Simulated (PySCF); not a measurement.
**Pb(NH2)2: forces at shaken geometries**

How stiff is Pb(NH2)2? Its atoms are displaced at random by several amounts. It is a constructed species; whether it can be made isn't addressed.

Computed with PySCF 2.14.0. Level: B3LYP, Pb def2-SVP with ECP60, N def2-SVP, H def2-SVP; scalar-relativistic core potentials, no spin–orbit coupling.

1 further run of the same task is left out (for a known fault of the program).

### Step 1. Starting geometry

7 atoms, charge 0, spin multiplicity 1.

Bond lengths: Pb1–N2 2.161 Å, Pb1–N5 2.161 Å, N2–H3 1.019 Å, N2–H4 1.018 Å, N5–H6 1.018 Å, N5–H7 1.018 Å. Angles: N2–Pb1–N5 93.3°, Pb1–N2–H3 124.2°, Pb1–N2–H4 122.0°, H3–N2–H4 109.9°, Pb1–N5–H6 121.8°, Pb1–N5–H7 123.6°, H6–N5–H7 110.0°.

Coordinates:

| atom | x (Å) | y (Å) | z (Å) |
| --- | --- | --- | --- |
| Pb1 | 0.06724 | -1.37565 | 0.01235 |
| N2 | -0.26924 | 0.10587 | 1.54900 |
| H3 | -0.16576 | 1.10934 | 1.40828 |
| H4 | -0.18811 | -0.11587 | 2.53926 |
| N5 | 0.24753 | 0.10596 | -1.55068 |
| H6 | 0.17700 | -0.14181 | -2.53550 |
| H7 | 0.01981 | 1.09011 | -1.42270 |

Formal oxidation states: Pb +2. An earlier session relaxed this geometry at B3LYP, Pb def2-SVP with ECP60, N def2-SVP, H def2-SVP (singlet, point group C2).

Its energy there is -304.768091 Eh.

### Step 2. Atoms moved at random, σ = 0.1 Å

The input, run.py (the lines that set the calculation):

```python
mol = gto.M(atom='''
Pb     0.14362    -1.32611    -0.01181
N     -0.31583     0.11731     1.48599
H     -0.17278     1.15612     1.31231
H     -0.26296    -0.14107     2.76547
N      0.36132     0.03641    -1.30753
H      0.13565    -0.11567    -2.62834
H     -0.00055     1.05096    -1.61609''',
    basis={'Pb': 'def2-SVP', 'N': 'def2-SVP', 'H': 'def2-SVP'},
    ecp={'Pb': 'def2-SVP'},
    charge=0, spin=0)
mf = dft.RKS(mol, xc='B3LYP')
mf.grids.atom_grid = (50, 194)
mf = mf.density_fit()  # fitting sets: Pb def2-universal-JKFIT, N def2-universal-JKFIT, H def2-universal-JKFIT
mf.conv_tol = 1e-08; mf.max_cycle = 55
mf.kernel(dm0)  # dm0: the density of the relaxed state
```

The run is started by

```console
$ OMP_NUM_THREADS=2 python run.py
```

The program printed:

```text
init E= -304.484881111472
  HOMO = -0.326754863456252  LUMO = -0.134540962867904  gap/eV = 5.23041
cycle= 1 E= -304.590408884887  delta_E= -0.106  |g|= 0.383  |ddm|= 0.756
  HOMO = -0.138155730267783  LUMO = -0.0211837139687425  gap/eV = 3.18297
cycle= 2 E= -304.456573048191  delta_E= 0.134  |g|= 0.817  |ddm|= 1.03
  HOMO = -0.214648993788449  LUMO = -0.0406822695974665  gap/eV = 4.73388
cycle= 3 E= -304.628651077819  delta_E= -0.172  |g|= 0.0774  |ddm|= 0.719
  HOMO = -0.207141108089948  LUMO = -0.0370976239284175  gap/eV = 4.62712
cycle= 4 E= -304.630173586876  delta_E= -0.00152  |g|= 0.0178  |ddm|= 0.0962
  HOMO = -0.210574794524556  LUMO = -0.0386422947363805  gap/eV = 4.67852
cycle= 5 E= -304.630210852787  delta_E= -3.73e-05  |g|= 0.0142  |ddm|= 0.0318
  HOMO = -0.209793529375851  LUMO = -0.0389013109899796  gap/eV = 4.65021
cycle= 6 E= -304.630257087051  delta_E= -4.62e-05  |g|= 0.0036  |ddm|= 0.0141
  HOMO = -0.209948444809163  LUMO = -0.0386757366963177  gap/eV = 4.66057
cycle= 7 E= -304.630260522836  delta_E= -3.44e-06  |g|= 0.00025  |ddm|= 0.00487
  HOMO = -0.209960244258454  LUMO = -0.0386866521321085  gap/eV = 4.66059
cycle= 8 E= -304.630260538956  delta_E= -1.61e-08  |g|= 6.14e-05  |ddm|= 0.000316
  HOMO = -0.209965685553808  LUMO = -0.0386866454166377  gap/eV = 4.66074
cycle= 9 E= -304.630260540172  delta_E= -1.22e-09  |g|= 1e-05  |ddm|= 9.21e-05
  HOMO = -0.209966639266584  LUMO = -0.0386881625742159  gap/eV = 4.66072
Extra cycle  E= -304.630260540143  delta_E= 2.89e-11  |g|= 1.64e-05  |ddm|= 3.4e-05
converged SCF energy = -304.630260540143
```

Run time: 5 s. Hardware: 2 threads of AMD EPYC (Zen 3), shared host.

Result: E = -304.630261 Eh (+3.751 eV from the relaxed state), HOMO -5.71 eV, LUMO -1.05 eV, Mulliken charge on Pb1 +0.55 e, largest force component 12.071 eV/Å. 

| atom | Fx | Fy | Fz (eV/Å) |
| --- | --- | --- | --- |
| Pb1 | -0.692 | -5.511 | 4.510 |
| N2 | 0.102 | 0.620 | 5.160 |
| H3 | -0.175 | -1.454 | 0.623 |
| H4 | -0.102 | 1.282 | -5.269 |
| N5 | -1.402 | 7.795 | -12.071 |
| H6 | 1.210 | -0.698 | 4.718 |
| H7 | 1.058 | -2.035 | 2.329 |

### Step 3. Atoms moved at random, σ = 0.1 Å

The input, run.py (the lines that set the calculation):

```python
mol = gto.M(atom='''
Pb    -0.08512    -1.46992    -0.05150
N     -0.23276     0.06666     1.51147
H     -0.06907     1.06387     1.37516
H     -0.23998    -0.10876     2.60955
N      0.21909     0.21595    -1.56204
H      0.21994    -0.04421    -2.38313
H      0.07636     1.05437    -1.49950''',
    basis={'Pb': 'def2-SVP', 'N': 'def2-SVP', 'H': 'def2-SVP'},
    ecp={'Pb': 'def2-SVP'},
    charge=0, spin=0)
mf = dft.RKS(mol, xc='B3LYP')
mf.grids.atom_grid = (50, 194)
mf = mf.density_fit()  # fitting sets: Pb def2-universal-JKFIT, N def2-universal-JKFIT, H def2-universal-JKFIT
mf.conv_tol = 1e-08; mf.max_cycle = 55
mf.kernel(dm0)  # dm0: the density of the relaxed state
```

The run is started by

```console
$ OMP_NUM_THREADS=2 python run.py
```

The program printed:

```text
init E= -304.733406974513
  HOMO = -0.181004576945718  LUMO = -0.0530526702466503  gap/eV = 3.48175
cycle= 1 E= -304.685236541661  delta_E= 0.0482  |g|= 0.173  |ddm|= 0.488
  HOMO = -0.179048739945332  LUMO = -0.0528650277735974  gap/eV = 3.43363
cycle= 2 E= -304.646075099851  delta_E= 0.0392  |g|= 0.426  |ddm|= 0.581
  HOMO = -0.205636995883959  LUMO = -0.0574521553689031  gap/eV = 4.03231
cycle= 3 E= -304.694598265021  delta_E= -0.0485  |g|= 0.0545  |ddm|= 0.374
  HOMO = -0.196917862027636  LUMO = -0.058216547204907  gap/eV = 3.77426
cycle= 4 E= -304.695028385534  delta_E= -0.00043  |g|= 0.0428  |ddm|= 0.0856
  HOMO = -0.201043832472919  LUMO = -0.0587139320254426  gap/eV = 3.87299
cycle= 5 E= -304.695496606422  delta_E= -0.000468  |g|= 0.00422  |ddm|= 0.0365
  HOMO = -0.200640103175189  LUMO = -0.058362000187909  gap/eV = 3.87158
cycle= 6 E= -304.695501567371  delta_E= -4.96e-06  |g|= 0.000711  |ddm|= 0.00556
  HOMO = -0.200704221665269  LUMO = -0.0584270841687076  gap/eV = 3.87156
cycle= 7 E= -304.695501716647  delta_E= -1.49e-07  |g|= 0.00012  |ddm|= 0.00144
  HOMO = -0.200704679623499  LUMO = -0.058421482436513  gap/eV = 3.87172
cycle= 8 E= -304.695501721315  delta_E= -4.67e-09  |g|= 5.86e-05  |ddm|= 0.000246
  HOMO = -0.200693030579144  LUMO = -0.0584254901950931  gap/eV = 3.87130
Extra cycle  E= -304.69550171701  delta_E= 4.31e-09  |g|= 0.00014  |ddm|= 0.000187
converged SCF energy = -304.69550171701
```

Wall time 4.6 s (2 threads of AMD EPYC (Zen 3), shared host).

It gives: E = -304.695502 Eh (+1.975 eV from the relaxed state), HOMO -5.46 eV, LUMO -1.59 eV, Mulliken charge on Pb1 +0.55 e, largest force component 12.492 eV/Å. 

| atom | Fx | Fy | Fz (eV/Å) |
| --- | --- | --- | --- |
| Pb1 | 0.183 | 1.930 | -0.365 |
| N2 | -0.057 | -0.879 | 2.940 |
| H3 | 0.020 | -0.054 | -0.187 |
| H4 | 0.008 | 0.320 | -3.036 |
| N5 | 1.914 | -10.120 | 10.275 |
| H6 | 0.090 | -3.689 | -11.160 |
| H7 | -2.158 | 12.492 | 1.533 |

### Step 4. Atoms moved at random, σ = 0.15 Å

The input, run.py (the lines that set the calculation):

```python
mol = gto.M(atom='''
Pb     0.24793    -1.21127    -0.12366
N     -0.13918     0.26926     1.55438
H     -0.18807     1.06530     1.16527
H     -0.29599    -0.01518     2.86196
N      0.18502     0.16165    -1.47846
H      0.25147    -0.40573    -2.60422
H     -0.17270     0.91393    -1.37527''',
    basis={'Pb': 'def2-SVP', 'N': 'def2-SVP', 'H': 'def2-SVP'},
    ecp={'Pb': 'def2-SVP'},
    charge=0, spin=0)
mf = dft.RKS(mol, xc='B3LYP')
mf.grids.atom_grid = (50, 194)
mf = mf.density_fit()  # fitting sets: Pb def2-universal-JKFIT, N def2-universal-JKFIT, H def2-universal-JKFIT
mf.conv_tol = 1e-08; mf.max_cycle = 55
mf.kernel(dm0)  # dm0: the density of the relaxed state
```

The run is started by

```console
$ OMP_NUM_THREADS=2 python run.py
```

The program printed:

```text
init E= -304.580188467988
  HOMO = -0.297626972400178  LUMO = -0.100034226951215  gap/eV = 5.37677
cycle= 1 E= -304.549828062775  delta_E= 0.0304  |g|= 0.391  |ddm|= 0.835
  HOMO = -0.111890527747223  LUMO = -0.022422165541844  gap/eV = 2.43456
cycle= 2 E= -304.221646056109  delta_E= 0.328  |g|= 1.13  |ddm|= 1.35
  HOMO = -0.209429854202124  LUMO = -0.038609497702673  gap/eV = 4.64826
cycle= 3 E= -304.582894432641  delta_E= -0.361  |g|= 0.161  |ddm|= 1.11
  HOMO = -0.198600100081439  LUMO = -0.0429026927977674  gap/eV = 4.23674
cycle= 4 E= -304.588525514786  delta_E= -0.00563  |g|= 0.0751  |ddm|= 0.191
  HOMO = -0.197687341018742  LUMO = -0.0425621559715825  gap/eV = 4.22117
cycle= 5 E= -304.589725214786  delta_E= -0.0012  |g|= 0.0252  |ddm|= 0.0826
  HOMO = -0.199341909016606  LUMO = -0.0429969545016657  gap/eV = 4.25436
cycle= 6 E= -304.589883590942  delta_E= -0.000158  |g|= 0.00347  |ddm|= 0.0237
  HOMO = -0.199662244208922  LUMO = -0.0425620269444291  gap/eV = 4.27491
cycle= 7 E= -304.589888197452  delta_E= -4.61e-06  |g|= 0.000836  |ddm|= 0.00642
  HOMO = -0.19982255473743  LUMO = -0.0426343447194171  gap/eV = 4.27731
cycle= 8 E= -304.589888394154  delta_E= -1.97e-07  |g|= 0.000145  |ddm|= 0.00138
  HOMO = -0.199809872364312  LUMO = -0.0426426676657137  gap/eV = 4.27674
cycle= 9 E= -304.589888401635  delta_E= -7.48e-09  |g|= 5.04e-05  |ddm|= 0.000241
  HOMO = -0.199789972641884  LUMO = -0.0426445613211079  gap/eV = 4.27614
Extra cycle  E= -304.589888398298  delta_E= 3.34e-09  |g|= 0.000125  |ddm|= 0.00016
converged SCF energy = -304.589888398298
```

Wall time 5.1 s (2 threads of AMD EPYC (Zen 3), shared host).

Result: E = -304.589888 Eh (+4.849 eV from the relaxed state), HOMO -5.44 eV, LUMO -1.16 eV, Mulliken charge on Pb1 +0.48 e, largest force component 13.309 eV/Å. 

| atom | Fx | Fy | Fz (eV/Å) |
| --- | --- | --- | --- |
| Pb1 | 0.153 | -3.810 | 5.294 |
| N2 | 0.384 | -11.215 | 7.084 |
| H3 | -0.815 | 8.854 | -2.410 |
| H4 | 0.593 | 1.918 | -5.727 |
| N5 | 6.453 | -12.286 | -9.196 |
| H6 | -0.553 | 3.230 | 4.370 |
| H7 | -6.215 | 13.309 | 0.585 |

### Step 5. The displacements side by side

| σ (Å) | energy rise (eV) | harmonic estimate −½ F·u (eV) | largest force component (eV/Å) |
| --- | --- | --- | --- |
| 0.1 | 3.751 | 3.318 | 12.07 |
| 0.1 | 1.975 | 2.246 | 12.49 |
| 0.15 | 4.849 | 4.317 | 13.31 |

Every displacement raises the energy. For a harmonic well the rise equals −½ F·u; the two differ by at most 14 % here (a move with σ = 0.1 Å), from anharmonicity, the grid and the small forces left at the relaxed point. The bases are small and lack diffuse functions. Spin–orbit coupling is left out.
